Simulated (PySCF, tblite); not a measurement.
**C₅H₉F₃SeSi: geometry, infrared bands and NMR shifts**

Wanted: the infrared bands and NMR shifts of C₅H₉F₃SeSi (`FC(F)(F)[C@@H]1C[SiH2]C[C@@H]1[SeH]`), by calculation.

The runs use tblite 0.8.0 and PySCF 2.14.0, with density-fitted response routines of our own; the level of theory stands in each step. All values are computed, except where a source is named. Atoms count from 0, in the outputs and in this text.

**1. The starting structure**

19 atoms, charge 0, multiplicity 1; geometry from: force field or distance geometry start.

Bonds of the start (Å): F0–C1 1.38, C1–F2 1.40, C1–F3 1.38, C1–C4 1.55, C4–C5 1.54, C5–Si6 1.86, Si6–C7 1.86, C7–C8 1.54, C8–Se9 1.96, C8–C4 1.56, C4–H10 1.11, C5–H11 1.11, C5–H12 1.11, Si6–H13 1.47, Si6–H14 1.48, C7–H15 1.10, C7–H16 1.11, C8–H17 1.11, Se9–H18 1.54.

**2. Optimising the geometry with GFN2-xTB**

What the job is given:

```
{"job": {"kind": "relax", "xc": "GFN2-xTB", "basis": "xTB"}, "charge": 0, "multiplicity": 1}
F     -1.032800    -1.628400    -1.958200
C     -1.396400    -1.641800    -0.628600
F     -0.989300    -2.857100    -0.065400
F     -2.769600    -1.543600    -0.535800
C     -0.747800    -0.481000     0.163300
C     -1.037900     0.886700    -0.483400
Si     0.216900     2.026300     0.279700
C      1.278600     0.695600     1.032900
C      0.786300    -0.619000     0.395300
Se     1.788800    -0.968500    -1.250100
H     -1.224600    -0.477800     1.163100
H     -0.867600     0.863700    -1.576300
H     -2.071300     1.230500    -0.250100
H      0.946600     2.773200    -0.753700
H     -0.385600     2.873900     1.331300
H      2.347500     0.878700     0.851700
H      1.091400     0.673100     2.127400
H      0.975800    -1.463700     1.092700
H      3.081200    -1.211400    -0.448800
```

Run with:

```
OMP_NUM_THREADS=1 python probes_run.py task.json out
```

This one command runs all jobs of the session in turn.

Standard output:

```text
step      E/eV     max force
  0    -935.86067    2.000
  1    -936.08287    1.108
  2    -936.19948    0.677
  3    -936.22118    0.324
  4    -936.24338    0.325
  5    -936.25346    0.309
  6    -936.26728    0.247
  7    -936.27369    0.185
  8    -936.27909    0.184
  9    -936.28321    0.214
 10    -936.28750    0.158
 11    -936.29152    0.147
 12    -936.29502    0.123
 13    -936.29738    0.133
 14    -936.29894    0.107
 15    -936.30035    0.106
 16    -936.30208    0.121
 17    -936.30394    0.105
 18    -936.30543    0.084
 19    -936.30644    0.060
 20    -936.30721    0.065
 21    -936.30797    0.074
 22    -936.30871    0.069
 23    -936.30935    0.056
 24    -936.31000    0.057
 25    -936.31081    0.088
 26    -936.31183    0.089
 27    -936.31290    0.076
 28    -936.31387    0.077
 29    -936.31477    0.065
 30    -936.31572    0.083
 31    -936.31676    0.086
 32    -936.31779    0.075
 33    -936.31884    0.077
 34    -936.31995    0.095
 35    -936.32109    0.092
 36    -936.32217    0.094
 37    -936.32305    0.089
 38    -936.32371    0.056
 39    -936.32422    0.055
 40    -936.32464    0.045
 41    -936.32502    0.043
 42    -936.32537    0.039
 43    -936.32570    0.041
 44    -936.32601    0.049
 45    -936.32628    0.049
 46    -936.32649    0.034
 47    -936.32664    0.026
 48    -936.32677    0.025
 49    -936.32693    0.037
 50    -936.32715    0.047
 51    -936.32745    0.050
 52    -936.32779    0.049
 53    -936.32813    0.039
 54    -936.32844    0.049
 55    -936.32871    0.044
 56    -936.32898    0.036
 57    -936.32922    0.037
 58    -936.32946    0.053
 59    -936.32971    0.044
 60    -936.32991    0.037
 61    -936.33004    0.023
 62    -936.33015    0.032
 63    -936.33027    0.033
 64    -936.33040    0.034
 65    -936.33050    0.027
 66    -936.33058    0.020
 67    -936.33065    0.023
 68    -936.33071    0.022
 69    -936.33077    0.023
 70    -936.33083    0.017
 71    -936.33087    0.014
 72    -936.33092    0.014
 73    -936.33096    0.018
 74    -936.33099    0.016
 75    -936.33102    0.013
 76    -936.33106    0.014
 77    -936.33110    0.016
 78    -936.33114    0.018
 79    -936.33117    0.014
 80    -936.33119    0.009
```

Wall time 1.4 s (1 thread of Arm Neoverse N1, shared host); peak memory 0.18 GiB.

Relaxation path: (not every step is listed)

```
step  energy from step 0 (eV)  largest force (eV/Å)
   0                   0.0000                1.9997
   1                  -0.2222                1.1078
   2                  -0.3388                0.6774
   3                  -0.3605                0.3243
   4                  -0.3827                0.3245
   5                  -0.3928                0.3086
   6                  -0.4066                0.2471
   7                  -0.4130                0.1848
   8                  -0.4184                0.1838
  14                  -0.4383                0.1067
  20                  -0.4465                0.0648
  26                  -0.4512                0.0890
  32                  -0.4571                0.0754
  38                  -0.4630                0.0558
  44                  -0.4653                0.0489
  50                  -0.4665                0.0467
  56                  -0.4683                0.0358
  62                  -0.4695                0.0317
  68                  -0.4700                0.0219
  74                  -0.4703                0.0161
  75                  -0.4703                0.0128
  76                  -0.4704                0.0140
  77                  -0.4704                0.0157
  78                  -0.4705                0.0177
  79                  -0.4705                0.0144
  80                  -0.4705                0.0094
```

Close pairs (by a distance rule), those that changed most:

```
   bond  before (Å)  after (Å)  change (Å)
Se9–H18       1.540      1.451      -0.089
  C1–F2       1.400      1.343      -0.057
 C5–Si6       1.859      1.911      +0.052
 Si6–C7       1.862      1.910      +0.049
 C8–Se9       1.958      2.000      +0.041
  C1–F3       1.380      1.343      -0.037
  F0–C1       1.378      1.342      -0.036
  C1–C4       1.548      1.517      -0.031
```

The final coordinates are the input of the step that follows.

**3. Vibrational analysis with GFN2-xTB**

What the job is given:

```
{"job": {"kind": "ir", "xc": "GFN2-xTB", "basis": "xTB"}, "charge": 0, "multiplicity": 1}
F     -0.945285    -1.727709    -1.811185
C     -1.371887    -1.633145    -0.542130
F     -1.107163    -2.816342     0.036489
F     -2.710086    -1.535253    -0.602039
C     -0.755995    -0.470196     0.212600
C     -1.007718     0.861216    -0.495425
Si     0.304690     2.037045     0.243598
C      1.237630     0.621818     1.124416
C      0.745943    -0.642629     0.433226
Se     1.670293    -0.885694    -1.323135
H     -1.242291    -0.467035     1.196396
H     -0.847933     0.736032    -1.567655
H     -2.039537     1.177637    -0.360705
H      1.106045     2.694172    -0.784596
H     -0.274289     2.969685     1.210727
H      2.323010     0.699223     1.080979
H      0.967653     0.571494     2.181253
H      0.956433    -1.550716     1.009357
H      2.980683    -0.630352    -0.755216
```

Standard output:

```text
mode    cm-1     km/mol
  1      44.4      0.06
  2      71.0      0.39
  3     107.4      1.89
  4     122.5      1.57
  5     182.2      0.86
  6     210.9      7.57
  7     245.0      3.78
  8     267.2      3.52
  9     295.5     12.91
 10     371.9      7.31
 11     438.0      1.79
 12     448.1      6.11
 13     477.2     39.97
 14     510.2      6.54
 15     520.0     14.11
 16     525.1      5.21
 17     618.6     25.62
 18     622.1     10.02
 19     646.9    121.22
 20     724.5     27.08
 21     734.7     23.06
 22     755.0    148.43
 23     761.6    137.75
 24     771.8     48.28
 25     818.9    102.66
 26     847.4     50.19
 27     951.4     11.92
 28    1020.6     58.47
 29    1043.0    203.59
 30    1067.2    237.09
 31    1078.9      8.72
 32    1109.4     12.52
 33    1149.1     20.62
 34    1169.3     42.78
 35    1190.2    162.18
 36    1220.6     51.71
 37    1226.8     10.87
 38    1268.3     11.91
 39    1286.6      4.22
 40    1314.4     15.49
 41    1469.6      9.58
 42    1473.8     13.39
 43    2031.9    374.06
 44    2276.8    333.23
 45    2302.8    237.89
 46    2908.1     22.28
 47    2922.2     22.57
 48    2965.5     36.94
 49    2984.7     34.98
 50    3002.5     12.92
 51    3022.1     16.79
```

It took 1.7 s on 1 thread of Arm Neoverse N1, shared host; peak memory 0.18 GiB.

The strongest bands and the atoms that carry them (share of the mass-weighted mode):

```
cm⁻¹  km/mol                                  atoms
 755   148.4                     H13 35 %, H14 31 %
 762   137.8  C5 20 %, Si6 18 %, H13 12 %, H14 12 %
1043   203.6                       C1 53 %, F2 12 %
1067   237.1                       C1 63 %, F3 11 %
1190   162.2                      C1 57 %, H10 14 %
2032   374.1                               H18 99 %
2277   333.2                               H14 97 %
2303   237.9                               H13 97 %
```

**4. Shielding tensors: PBE0/pcSseg-1**

Settings changed since step 3:

```diff
@@ -1,2 +1,2 @@
-{"job": {"kind": "ir", "xc": "GFN2-xTB", "basis": "xTB"}, "charge": 0, "multiplicity": 1}
+{"job": {"kind": "nmr", "xc": "PBE0", "basis": "pcSseg-1"}, "charge": 0, "multiplicity": 1}
 F     -0.945285    -1.727709    -1.811185
```

With the program's defaults for keys left out, this is: GIAO PBE0/pcSseg-1 NMR shielding, non-relativistic, gas phase.

Standard output:

```text
coarse grid: 77792 points
cycle   1  E = -3185.1534524172  dE =  4.109e-01  |g| = 1.114e+00  |ddm| = 4.075e+00
cycle   2  E = -3185.0300638842  dE =  1.234e-01  |g| = 1.358e+00  |ddm| = 1.206e+00
cycle   3  E = -3185.3075769333  dE = -2.775e-01  |g| = 1.710e-01  |ddm| = 7.828e-01
cycle   4  E = -3185.3113748759  dE = -3.798e-03  |g| = 4.608e-02  |ddm| = 1.239e-01
cycle   5  E = -3185.3116860712  dE = -3.112e-04  |g| = 1.397e-02  |ddm| = 4.603e-02
cycle   6  E = -3185.3117328805  dE = -4.681e-05  |g| = 2.666e-03  |ddm| = 1.632e-02
cycle   7  E = -3185.3117342303  dE = -1.350e-06  |g| = 1.251e-03  |ddm| = 3.815e-03
final grid: 164200 points
cycle   8  E = -3185.3118283811  dE =  4.360e-07  |g| = 1.906e-03  |ddm| = 3.985e-03
cycle   9  E = -3185.3118269182  dE =  1.463e-06  |g| = 3.062e-03  |ddm| = 4.802e-03
cycle  10  E = -3185.3118292902  dE = -2.372e-06  |g| = 1.324e-04  |ddm| = 3.035e-03
cycle  11  E = -3185.3118292941  dE = -3.931e-09  |g| = 1.295e-05  |ddm| = 1.235e-04
cycle  12  E = -3185.3118292941  dE = -2.001e-11  |g| = 6.253e-06  |ddm| = 1.841e-05
converged SCF energy = -3185.3118292941

GIAO shielding tensors (ppm)
atom      isotropic    diamagn.    paramagn.     s11        s22        s33       span
  0 F      265.017     475.434    -210.417    186.785    280.538    327.728    140.944
  1 C       50.095     243.494    -193.399     44.146     47.018     59.123     14.977
  2 F      256.521     473.420    -216.898    166.707    260.617    342.240    175.533
  3 F      252.670     471.813    -219.143    162.709    252.398    342.903    180.194
  4 C      134.592     251.912    -117.319    111.765    133.894    158.118     46.353
  5 C      179.805     250.876     -71.071    161.295    177.223    200.897     39.602
  6 Si     381.963     878.589    -496.626    327.834    388.313    429.742    101.907
  7 C      161.213     250.971     -89.758    134.352    154.185    195.103     60.751
  8 C      138.833     247.861    -109.029    125.576    141.199    149.723     24.146
  9 Se    1703.031    2999.469   -1296.438   1213.199   1592.492   2303.401   1090.202
 10 H       29.314      32.467      -3.152     26.032     27.107     34.804      8.772
 11 H       30.066      30.395      -0.329     25.944     29.072     35.182      9.239
 12 H       30.584      29.998       0.586     24.437     28.448     38.866     14.430
 13 H       26.969      28.087      -1.118     23.014     24.914     32.980      9.966
 14 H       27.427      28.312      -0.885     23.648     24.478     34.155     10.507
 15 H       30.590      31.357      -0.767     24.826     29.646     37.298     12.472
 16 H       30.310      30.661      -0.351     24.922     26.404     39.604     14.682
 17 H       27.311      31.903      -4.592     23.158     24.862     33.913     10.755
 18 H       30.222      31.662      -1.441     20.584     26.825     43.256     22.672
```

It took 2 min on 1 thread of Arm Neoverse N1, shared host; peak memory 1.1 GiB.

The references, computed at this level on geometries of the same kind, shield at (ppm): ¹H TMS 31.72, ¹³C TMS 186.9, ²⁹Si TMS 349.2, ¹⁹F CFCl3 170.9, ⁷⁷Se Me2Se 1758. Their shielding less the atom's gives the shift. The references are single molecules in the gas phase, so shifts against H2O, NH3, PH3, H3PO4 or CFCl3 are not on the usual liquid scales and can be off by tens of ppm. Atoms listed in one row are averaged.

```
     atoms                                                environment  σ (ppm)  δ (ppm)
        C1                                                 CF3 carbon     50.1    136.8
        C4                                           sp3 CH in a ring    134.6     52.3
        C8                                        sp3 CH bonded to Se    138.8     48.1
        C7                                       sp3 CH2 bonded to Si    161.2     25.7
        C5                                       sp3 CH2 bonded to Si    179.8      7.1
       H13  hydrogen on a silicon bonded to 2 C, in a 5-membered ring    26.97     4.75
       H17                         hydrogen on an sp3 CH bonded to Se    27.31     4.41
       H14  hydrogen on a silicon bonded to 2 C, in a 5-membered ring    27.43     4.29
       H10                            hydrogen on an sp3 CH in a ring    29.31     2.40
       H11                        hydrogen on an sp3 CH2 bonded to Si    30.07     1.65
       H18                         hydrogen on a selenium bonded to C    30.22     1.50
       H16                        hydrogen on an sp3 CH2 bonded to Si    30.31     1.41
       H12                        hydrogen on an sp3 CH2 bonded to Si    30.58     1.13
       H15                        hydrogen on an sp3 CH2 bonded to Si    30.59     1.13
F0, F2, F3                                    fluorine of a CF3 group    258.1    -87.1
       Si6           silicon bonded to 2 C, 2 H, in a 5-membered ring    382.0    -32.8
       Se9                                    selenium bonded to C, H     1703       55
```

The run also stored atomic charges by several schemes (e):

```
     atoms  Mulliken    IAO  Hirshfeld  ESP fit
F0, F2, F3     -0.27  -0.28      -0.09    -0.09
        C1      0.89   0.80       0.26     0.20
        C4     -0.38  -0.15      -0.06    -0.10
        C5     -0.45  -0.55      -0.17    -0.39
       Si6      0.67   0.74       0.34     0.44
        C7     -0.41  -0.54      -0.17    -0.33
        C8     -0.32  -0.19      -0.04    -0.44
       Se9     -0.10  -0.01       0.00    -0.19
```

Mayer bond orders: F0–C1 0.98, C1–F2 0.99, C1–F3 1.00, C1–C4 0.99, C4–C5 0.99, C5–Si6 0.89, Si6–C7 0.90, C7–C8 0.98, C8–Se9 1.01, C8–C4 0.96.

Ring of atoms C4, C5, Si6, C7, C8: NICS(0) -5.5, NICS(1) -4.6, NICS(1)zz -5.5 ppm (means of both faces).

**5. What came out**

| quantity | value |
| --- | --- |
| strongest single infrared mode (GFN2-xTB) | 2032 cm⁻¹, 374 km/mol |
| zero-point energy (GFN2-xTB) | 79.5 kcal/mol |
| ¹³C shifts against TMS (PBE0/pcSseg-1) | 136.8, 52.3, 48.1, 25.7, 7.1 ppm |
| ¹H shifts against TMS (PBE0/pcSseg-1) | 4.75, 4.41, 4.29, 2.40, 1.65, 1.50, 1.41, 1.13, 1.13 ppm |
| ¹⁹F shifts against CFCl3 (PBE0/pcSseg-1, means over atoms taken as alike) | -87.1 ppm |
| ²⁹Si shifts against TMS (PBE0/pcSseg-1) | -32.8 ppm |
| ⁷⁷Se shifts against Me2Se (PBE0/pcSseg-1) | 55 ppm |

In words: Relaxing lowered the energy by 0.471 eV in 80 steps; the close pair that moved most is Se9–H18, from 1.540 to 1.451 Å. No mode is imaginary among the 51: a minimum at this level. The strongest single mode, at 2032 cm⁻¹, moves mainly H18. Unscaled tight-binding wavenumbers are off by several per cent, some by more. Its intensities can rank the bands wrongly. At PBE0/pcSseg-1: Shielding is most anisotropic at Se9 (span 1090 ppm, paramagnetic term -1296 ppm). Spin-orbit coupling is left out, which matters for shieldings and couplings at and beside the heavy atoms.
